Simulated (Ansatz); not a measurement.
Set up this calculation in Ansatz 0.2.0, as the native input.

```yaml
Task: band structure
Functional: r2SCAN
Potentials_or_basis: Ansatz PAW
Cutoff: "500 eV (not typed: the program's choice for these potentials)"
k_mesh: 6 × 6 × 6
Occupations: fermi-dirac, width 0.05 eV
Spin: spin-orbit coupling, no magnetisation
Path: "[[\"G\", \"X\", \"W\", \"K\", \"G\", \"L\", \"U\", \"W\", \"L\", \"K\"], [\"U\", \"X\"]]"
Points_for_each_segment_of_the_path: 14
```

Crystal: WAu.

```
W Au
1.0
     0.00000    2.74798    2.74798
     2.74798    0.00000    2.74798
     2.74798    2.74798    0.00000
W Au
1 1
Direct
  0.00000 0.00000 0.00000
  0.75000 0.75000 0.75000
```

The cell was built by a generator and needn't be a form met in nature.

The input as run:

input.yaml

```yaml
crystal:
  lattice:
    - [0.0, 2.74797926, 2.74797926]
    - [2.74797926, 0.0, 2.74797926]
    - [2.74797926, 2.74797926, 0.0]
  atoms:
    - { symbol: W, position: [0.0, 0.0, 0.0] }
    - { symbol: Au, position: [0.75, 0.75, 0.75] }
hamiltonian:
  xc: r2scan
  pseudopotentials: { kind: paw_fr }
magnetization:
  noncollinear: true
  spin_orbit: true
kpoints:
  mp_grid: { grid: [6, 6, 6] }
  band_path:
    path:
      - [[0.0, 0.0, 0.0], [0.5, 0.0, 0.5], [0.5, 0.25, 0.75], [0.375, 0.375, 0.75], [0.0, 0.0, 0.0], [0.5, 0.5, 0.5], [0.625, 0.25, 0.625], [0.5, 0.25, 0.75], [0.5, 0.5, 0.5], [0.375, 0.375, 0.75]]
      - [[0.625, 0.25, 0.625], [0.5, 0.0, 0.5]]
    npoints: 14
scf:
  occupations: { method: fermi_dirac, width: 0.05 }
  n_extra_bands: 6
output:
  forces: true
  stress: true
  eigenvalues: true
  fatbands: true
```

Potentials or basis: Ansatz PAW.

Command:

```sh
$ ansatz run input.yaml --threads 2 --pin off --max-ram 5632MiB --backend cpu --events-out ev --progress --plain --runs-dir out
```

Results of the run:

```
Pressure               : 28.5 GPa
Band gap on the k mesh : none (metal or under the smearing width)
```

Caveat: a pressure of tens of GPa on the cell as given is suspect, and the run, the potentials or the cell itself is likely at fault; the PAW data sets come from PBE, with cores solved anew for the run's functional, which leaves a small shift of forces and pressure.

Run time: 38 s on 2 threads of Arm Neoverse V2, with other jobs on the host, peak memory 0.65 GiB.
